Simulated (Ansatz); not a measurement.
# SrCa (R-3m): scan of the energy under strain, by script

What does a strain cost in SrCa (R-3m)? A script is to give a scan of the energy under strain; the system is SrCa (R-3m).

Program: Ansatz 0.2.0 through its Python package. Level of theory: DFT PBEsol, plane waves, PAW. These are calculated values, not measurements.

### Step 1. The structure

It takes space group R-3m (No. 166, trigonal). The conventional cell has a = 4.135 Å, b = 4.135 Å, c = 20.205 Å, α = 90.00°, β = 90.00°, γ = 120.00°. Around Sr (site symmetry -3m) lie 6 Ca at 4.13 Å and 6 Sr at 4.13 Å. Around Ca (site symmetry -3m) lie 6 Sr at 4.13 Å and 6 Ca at 4.13 Å.

The script holds or builds the structure itself.

### Step 2. The script

The input, srca.py:

```python
"""Energy of SrCa under biaxial strain, ions carried with the cell."""

import ansatz as az
import numpy as np
from tabulate import tabulate

VECTORS = np.array([
    [2.067374, 1.193599, 6.734991],
    [-2.067374, 1.193599, 6.734991],
    [0.0, -2.387198, 6.734991],
])
SITES = [
    ("Sr", [0.5, 0.5, 0.5]),
    ("Ca", [0.0, 0.0, 0.0]),
]


def make_crystal(cell):
    crystal = az.Crystal(lattice=az.Lattice.of(cell))
    for symbol, position in SITES:
        crystal = crystal.atom(symbol, position)
    return crystal

# clamped ions: the fractional positions stay as typed
values = np.linspace(-0.03, 0.03, 5)
energies = []
for d in values:
    strain = np.diag([d, d, 0])
    cell = VECTORS @ (np.eye(3) + strain)
    job = (
        make_crystal(cell).calculation()
        .functional("pbesol")
        .occupations("fermi_dirac")
        .basis(520)
        .kpoints(10, 10, 10)
        .stress()
    )
    summary = job.run(threads=1).report
    energies.append(summary["free_energy_ev"] / len(SITES))
    s = summary["stress_gpa"]
    print(f"d = {d:+.4f}  stress xx yy zz xy (GPa, compression positive): {s[0][0]:8.3f} {s[1][1]:8.3f} {s[2][2]:8.3f} {s[0][1]:8.3f}")
energies = np.array(energies)

print(tabulate(zip(values, 1000 * (energies - energies.min())), headers=["strain", "dE (meV/atom)"], floatfmt=".3f"))
curvature = 2 * np.polyfit(values, energies, 3)[1]
volume = abs(np.linalg.det(VECTORS)) / len(SITES)
print(f"d2E/dd2 over the volume: {curvature / volume * 160.21766:.1f} GPa")
```

### Step 3. The calls as engine input

The package turns the script's settings into the engine's input (first run):

```yaml
crystal:
  lattice:
    - [2.00535278, 1.15779103, 6.734991]
    - [-2.00535278, 1.15779103, 6.734991]
    - [0.0, -2.31558206, 6.734991]
  atoms:
    - { symbol: Sr, position: [0.5, 0.5, 0.5] }
    - { symbol: Ca, position: [0.0, 0.0, 0.0] }
basis:
  ecutwfc: 520.0
kpoints:
  mp_grid:
    grid: [10, 10, 10]
hamiltonian:
  xc: pbesol
scf:
  occupations:
    method: fermi_dirac
output:
  stress: true
```

### Step 4. Running it

Launch:

```bash
> python srca.py
```

**Question.** How much energy does this biaxial strain cost, and what curvature follows?

The runs gave:

```
                  quantity           value
curvature under the strain        61.7 GPa
             runs compared               5
           range of energy  35.83 meV/atom
      lowest point, strain          -0.030
```

In words: Against the unstrained cell the energy per atom changes by -9.28 meV at one end of the scan and +26.55 meV at the other, and its second derivative over the volume is 61.7 GPa. The lowest row is an end of the scan, as the cell stands under stress. Reading the output:
- The curvature belongs to this strain pattern and to the cell's stress; it equals a single elastic constant only for simple patterns.
- In a metal a curvature from energy changes of a few meV or less hangs on mesh and smearing, in size and even in sign.
- This cell is a computed structure, which may not be the phase found in nature.
- The ions keep their fractional positions (clamped ions).
